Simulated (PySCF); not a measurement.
# [Er(H2S)2]3+: how settings move a single point

Aim: repeat the single point on relaxed [Er(H2S)2]3+ with altered settings, some of them bad on purpose. The species was built from a template and needn't be a known compound.

The runs use PySCF 2.14.0; r2SCAN, Er lcecp-1-SVP with ECP57, S def2-SVP, H def2-SVP; scalar-relativistic core potentials, no spin–orbit coupling.

5 further runs of the same task are left out: 2 for a known fault of the program, 2 that didn't finish, 1 set aside as unsound or not needed.

## (1) Starting geometry

7 atoms, charge 3, spin multiplicity 1.

Bond lengths: Er1–S2 2.752 Å, Er1–S5 2.752 Å, S2–H3 1.375 Å, S2–H4 1.374 Å, S5–H6 1.375 Å, S5–H7 1.374 Å. Angles: S2–Er1–S5 95.4°, Er1–S2–H3 109.2°, Er1–S2–H4 109.0°, H3–S2–H4 97.4°, Er1–S5–H6 109.2°, Er1–S5–H7 109.0°, H6–S5–H7 97.4°.

Geometry (Å):

```xyz
7
charge 3, multiplicity 1
Er    1.4298    0.0000    0.0000
S    -0.4219    0.2140    2.0245
H     0.2221    0.1336    3.2366
H    -0.8245    1.5237    2.1251
S    -0.4219   -0.2140   -2.0245
H     0.2221   -0.1336   -3.2366
H    -0.8245   -1.5237   -2.1251
```

Formal oxidation states: Er +3. Each metal's 11 4f electrons lie in its core potential, so multiplicities, spins and levels count the valence alone. An earlier session relaxed this geometry at r2SCAN, Er lcecp-1-SVP with ECP57, S def2-SVP, H def2-SVP (singlet, point group C2).

The sound run used a (50, 194) grid (finer on f atoms), a threshold of 1e-8 and at most 55 cycles, and ended at -835.503036 Eh.

## (2) Try 1

File run.py (the lines that set the calculation):

```python
mol = gto.M(atom='''
Er     1.42983     0.00000     0.00000
S     -0.42187     0.21401     2.02447
H      0.22211     0.13355     3.23659
H     -0.82453     1.52372     2.12514
S     -0.42187    -0.21401    -2.02447
H      0.22211    -0.13355    -3.23659
H     -0.82453    -1.52372    -2.12514''',
    basis={'Er': 'lcecp-1-SVP', 'S': 'def2-SVP', 'H': 'def2-SVP'},
    ecp={'Er': 'lcecp-1-SVP'},
    charge=3, spin=0)
mf = dft.RKS(mol, xc='R2SCAN')
mf.grids.atom_grid = (99, 590)  # f atoms: unpruned, at least (60, 302)
mf = mf.density_fit()  # fitting sets: Er AutoAux, S def2-universal-JKFIT, H def2-universal-JKFIT
mf.conv_tol = 1e-08; mf.max_cycle = 55
mf.kernel(dm0)  # dm0: free metal ions and neutral atoms
```

Launch:

```sh
OMP_NUM_THREADS=2 python run.py
```

Output:

```text
init E= -809.461120798207
  HOMO = -1.1569265293795  LUMO = -0.751944087233018  gap/eV = 11.02013
cycle= 1 E= -834.198901152557  delta_E= -24.7  |g|= 2.17  |ddm|= 3.83
  HOMO = -0.746886900484648  LUMO = -0.739591925408257  gap/eV = 0.19851
cycle= 2 E= -824.971492794416  delta_E= 9.23  |g|= 4.41  |ddm|= 6.68
  HOMO = -0.760834448399887  LUMO = -0.531785015409934  gap/eV = 6.23275
cycle= 3 E= -835.206752484954  delta_E= -10.2  |g|= 0.838  |ddm|= 5.45
  HOMO = -0.81199061393251  LUMO = -0.729384869258921  gap/eV = 2.24782
cycle= 4 E= -835.429803919906  delta_E= -0.223  |g|= 0.414  |ddm|= 2.17
  HOMO = -0.809328934080789  LUMO = -0.681573963181548  gap/eV = 3.47639
cycle= 5 E= -835.498722787796  delta_E= -0.0689  |g|= 0.093  |ddm|= 0.704
  HOMO = -0.810253871098755  LUMO = -0.686850709561374  gap/eV = 3.35797
cycle= 6 E= -835.501644023123  delta_E= -0.00292  |g|= 0.0162  |ddm|= 0.132
  HOMO = -0.810972968350583  LUMO = -0.686606462533135  gap/eV = 3.38418
cycle= 7 E= -835.501716773229  delta_E= -7.28e-05  |g|= 0.00458  |ddm|= 0.0211
  HOMO = -0.811234363255603  LUMO = -0.686578388737316  gap/eV = 3.39206
cycle= 8 E= -835.501724317599  delta_E= -7.54e-06  |g|= 0.00095  |ddm|= 0.00619
  HOMO = -0.811232635414701  LUMO = -0.686564871148233  gap/eV = 3.39238
cycle= 9 E= -835.501724660044  delta_E= -3.42e-07  |g|= 0.000123  |ddm|= 0.00123
  HOMO = -0.811222359804117  LUMO = -0.686556253951055  gap/eV = 3.39234
cycle= 10 E= -835.501724665072  delta_E= -5.03e-09  |g|= 1.43e-05  |ddm|= 0.000145
  HOMO = -0.811222689287088  LUMO = -0.686562554737233  gap/eV = 3.39218
Extra cycle  E= -835.501724664947  delta_E= 1.25e-10  |g|= 2.11e-05  |ddm|= 6.12e-05
converged SCF energy = -835.501724664947
```

It took 15 s on 2 threads of Arm Neoverse V1, shared host.

Changed: the integration grid, to (99, 590). It converges in 10 cycles, +0.036 eV from the sound run, with a largest force component of 0.01 eV/Å.

## (3) Try 2

run.py (the lines that set the calculation), as its differences from that of step 2:

```diff
@@ -12,5 +12,5 @@
 mf = dft.RKS(mol, xc='R2SCAN')
-mf.grids.atom_grid = (99, 590)  # f atoms: unpruned, at least (60, 302)
+mf.grids.atom_grid = (50, 194)  # f atoms: unpruned, at least (60, 302)
 mf = mf.density_fit()  # fitting sets: Er AutoAux, S def2-universal-JKFIT, H def2-universal-JKFIT
-mf.conv_tol = 1e-08; mf.max_cycle = 55
+mf.conv_tol = 0.001; mf.max_cycle = 55
 mf.kernel(dm0)  # dm0: free metal ions and neutral atoms
```

Launch:

```sh
OMP_NUM_THREADS=2 python run.py
```

Output:

```text
init E= -809.462440185648
  HOMO = -1.15675414071346  LUMO = -0.751889412627387  gap/eV = 11.01693
cycle= 1 E= -834.201988646923  delta_E= -24.7  |g|= 2.17  |ddm|= 3.83
  HOMO = -0.746858449932682  LUMO = -0.739573728718078  gap/eV = 0.19823
cycle= 2 E= -824.971455675  delta_E= 9.23  |g|= 4.41  |ddm|= 6.68
  HOMO = -0.760962090890953  LUMO = -0.531914096662758  gap/eV = 6.23271
cycle= 3 E= -835.207585894929  delta_E= -10.2  |g|= 0.838  |ddm|= 5.45
  HOMO = -0.81198523588131  LUMO = -0.72938524855917  gap/eV = 2.24766
cycle= 4 E= -835.431060922464  delta_E= -0.223  |g|= 0.415  |ddm|= 2.17
  HOMO = -0.809278561544471  LUMO = -0.681567188531673  gap/eV = 3.47520
cycle= 5 E= -835.500031182076  delta_E= -0.069  |g|= 0.093  |ddm|= 0.705
  HOMO = -0.810202183965156  LUMO = -0.686853585841306  gap/eV = 3.35649
cycle= 6 E= -835.502954080424  delta_E= -0.00292  |g|= 0.0162  |ddm|= 0.132
  HOMO = -0.810924052876154  LUMO = -0.686587259158334  gap/eV = 3.38338
cycle= 7 E= -835.503027803239  delta_E= -7.37e-05  |g|= 0.00461  |ddm|= 0.0213
  HOMO = -0.811438544152641  LUMO = -0.686249646880345  gap/eV = 3.40656
Extra cycle  E= -835.50302479908  delta_E= 3e-06  |g|= 0.00524  |ddm|= 0.0124
converged SCF energy = -835.50302479908
```

Run time: 4.5 s. Hardware: 2 threads of Arm Neoverse V1, shared host.

Changed: the SCF threshold (0.001). It converges in 7 cycles, at the sound run's energy within 0.001 eV, with a largest force component of 0.03 eV/Å. The result survives the change.

## (4) Try 3

File run.py (the lines that set the calculation):

```python
mol = gto.M(atom='''
Er     1.60141     0.00000     0.00000
S     -0.47249     0.23969     2.26741
H      0.24877     0.14958     3.62498
H     -0.92347     1.70657     2.38016
S     -0.47249    -0.23969    -2.26741
H      0.24877    -0.14958    -3.62498
H     -0.92347    -1.70657    -2.38016''',
    basis={'Er': 'lcecp-1-SVP', 'S': 'def2-SVP', 'H': 'def2-SVP'},
    ecp={'Er': 'lcecp-1-SVP'},
    charge=3, spin=0)
mf = dft.RKS(mol, xc='R2SCAN')
mf.grids.atom_grid = (50, 194)  # f atoms: unpruned, at least (60, 302)
mf = mf.density_fit()  # fitting sets: Er AutoAux, S def2-universal-JKFIT, H def2-universal-JKFIT
mf.conv_tol = 1e-08; mf.max_cycle = 55
mf.kernel(dm0)  # dm0: free metal ions and neutral atoms
```

Launch:

```sh
OMP_NUM_THREADS=2 python run.py
```

Output:

```text
init E= -809.249284185782
  HOMO = -1.10708160587561  LUMO = -0.701707361401871  gap/eV = 11.03080
cycle= 1 E= -833.860807875973  delta_E= -24.6  |g|= 2.27  |ddm|= 3.68
  HOMO = -0.706958419523982  LUMO = -0.697488245324754  gap/eV = 0.25770
cycle= 2 E= -815.365526762376  delta_E= 18.5  |g|=  4.5  |ddm|=  8.9
  HOMO = -0.735029624260671  LUMO = -0.559687027558328  gap/eV = 4.77132
cycle= 3 E= -834.842469784967  delta_E= -19.5  |g|= 1.17  |ddm|= 8.26
  HOMO = -0.781200607815855  LUMO = -0.660181761234568  gap/eV = 3.29309
cycle= 4 E= -835.397176201509  delta_E= -0.555  |g|= 0.36  |ddm|= 2.26
  HOMO = -0.761438551117617  LUMO = -0.676191098872293  gap/eV = 2.31970
cycle= 5 E= -835.446232302573  delta_E= -0.0491  |g|= 0.115  |ddm|= 0.613
  HOMO = -0.765375509485482  LUMO = -0.678954471457171  gap/eV = 2.35164
cycle= 6 E= -835.450050954862  delta_E= -0.00382  |g|= 0.0387  |ddm|= 0.166
  HOMO = -0.767249480974063  LUMO = -0.675070097412006  gap/eV = 2.50833
cycle= 7 E= -835.450786697813  delta_E= -0.000736  |g|= 0.00339  |ddm|= 0.0766
  HOMO = -0.767659878245076  LUMO = -0.675302879781403  gap/eV = 2.51316
cycle= 8 E= -835.450789461807  delta_E= -2.76e-06  |g|= 0.0018  |ddm|= 0.00637
  HOMO = -0.767687329539792  LUMO = -0.675271046633368  gap/eV = 2.51478
cycle= 9 E= -835.450790642565  delta_E= -1.18e-06  |g|= 0.000389  |ddm|= 0.00246
  HOMO = -0.767701964628926  LUMO = -0.675282334587513  gap/eV = 2.51487
cycle= 10 E= -835.450790702446  delta_E= -5.99e-08  |g|= 7.99e-05  |ddm|= 0.000537
  HOMO = -0.76770404716475  LUMO = -0.67528661459206  gap/eV = 2.51481
cycle= 11 E= -835.450790704518  delta_E= -2.07e-09  |g|= 2.69e-05  |ddm|= 0.000108
  HOMO = -0.767708577401351  LUMO = -0.675276867362205  gap/eV = 2.51519
Extra cycle  E= -835.450790702752  delta_E= 1.77e-09  |g|= 6.5e-05  |ddm|= 0.000185
converged SCF energy = -835.450790702752
```

Run time: 5.4 s. Hardware: 2 threads of Arm Neoverse V1, shared host.

Changed: the scale of all coordinates (1.12). It converges in 11 cycles, +1.422 eV from the sound run, with a largest force component of 2.44 eV/Å. The setting is unsound, so these numbers aren't the compound's.

## (5) Results

| run | changed | ending | energy change (eV) | cycles | time | usable |
| --- | --- | --- | --- | --- | --- | --- |
| 1 | the integration grid | converged | +0.036 | 10 | 15 s | yes |
| 2 | the SCF threshold | converged | 0.000 | 7 | 4.5 s | yes |
| 3 | the scale of all coordinates | converged | +1.422 | 11 | 5.4 s | no |

2 of 3 altered runs give a usable result. 1 ended normally with numbers unfit to quote.
